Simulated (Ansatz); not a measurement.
Predict the output of the script below (the Python package of Ansatz (0.2.0)).

The script reads `f3si.xyz`:
```text
4

F     0.78789   -0.50898    1.11903
Si   -0.32524    0.24405    0.26886
F    -0.96275   -0.88910   -0.64685
F     0.50010    1.15403   -0.74104
```

`f3si_opt.py`
```python
"""Geometry optimisation of F3Si."""

from dataclasses import dataclass
import itertools
import warnings

import ansatz
from ase.data import atomic_numbers, covalent_radii
import numpy as np


@dataclass
class Settings:
    basis: str = "6-31G*"
    functional: str = "b3lyp"


opts = Settings()

warnings.simplefilter("ignore", ansatz.DeckWarning)

molecule = ansatz.Crystal.molecule_from_extxyz("f3si.xyz")

model = (
    molecule.calculation()
    .basis(gaussian=opts.basis)
    .functional(opts.functional)
    .spin("collinear", total=1)  # two spin channels
)
symbols = [site.symbol for site in molecule.cartesian_sites]
start = np.array([site.position_ang for site in molecule.cartesian_sites], dtype=float)
def progress(event):
    if event["event"] == "relax_step":
        row = event["data"]
        print(f"step {row['step']:3d}  E = {row['lagrangian_ev']:.6f} eV  largest force component {row['allowed_force_max_ev_ang']:.4f} eV/A")


r = model.relax(force_tolerance=0.01).session().plan().execute(on_event=progress).report
end = np.array(r["positions_ang"])

print(f"E = {r['free_energy_ev']:.6f} eV = {r['free_energy_ev'] / 27.211386246:.7f} Ha")
print("converged:", r["converged"], " doubts:", r["published_state_doubts"] or "none")

# pairs closer than 1.2 times the sum of covalent radii, before or after
radius = [covalent_radii[atomic_numbers[s]] for s in symbols]
span = lambda where, i, j: np.linalg.norm(where[i] - where[j])
bonded = [(i, j) for i, j in itertools.combinations(range(len(symbols)), 2) if min(span(start, i, j), span(end, i, j)) < 1.2 * (radius[i] + radius[j])]
print("pair        before    after (A)")
for i, j in bonded:
    print(f"{symbols[i]}{i}-{symbols[j]}{j}".ljust(10), f"{span(start, i, j):8.4f} {span(end, i, j):8.4f}")

charges = r["charge_distribution"]
print("dipole moment", round(4.803205 * float(np.linalg.norm(charges["dipole_moment_e_ang"])), 3), "D")
print("Mulliken:", [(s, round(q, 3)) for s, q in zip(symbols, charges["mulliken_charges_e"])])
```

`python f3si_opt.py` gives:
```text
step   1  E = -16031.160550 eV  largest force component 0.6459 eV/A
step   2  E = -16031.213736 eV  largest force component 0.2808 eV/A
step   3  E = -16031.227729 eV  largest force component 0.0274 eV/A
step   4  E = -16031.227818 eV  largest force component 0.0022 eV/A
E = -16031.228005 eV = -589.1367628 Ha
converged: True  doubts: none
pair        before    after (A)
F0-Si1       1.5903   1.5999
Si1-F2       1.5903   1.5998
Si1-F3       1.5903   1.5999
dipole moment 1.247 D
Mulliken: [('F', -0.349), ('Si', 1.046), ('F', -0.349), ('F', -0.349)]
```

Reading the output:
- Total energies depend on the basis set; only differences at equal settings carry meaning.
- The end point is the stationary point reached from this start; no frequency run checks that it is a minimum, and the basis set is modest.
- The species is open-shell (spin multiplicity 2).
- b3lyp holds the VWN-RPA fit, as in Gaussian; the form of ORCA and Turbomole is b3lyp5.
- Wall time of the script: 13 s on 1 thread of Arm Neoverse V1 (shared host), peak memory 0.22 GiB.

(Lines on the test bed's own set-up are left out of the output.)
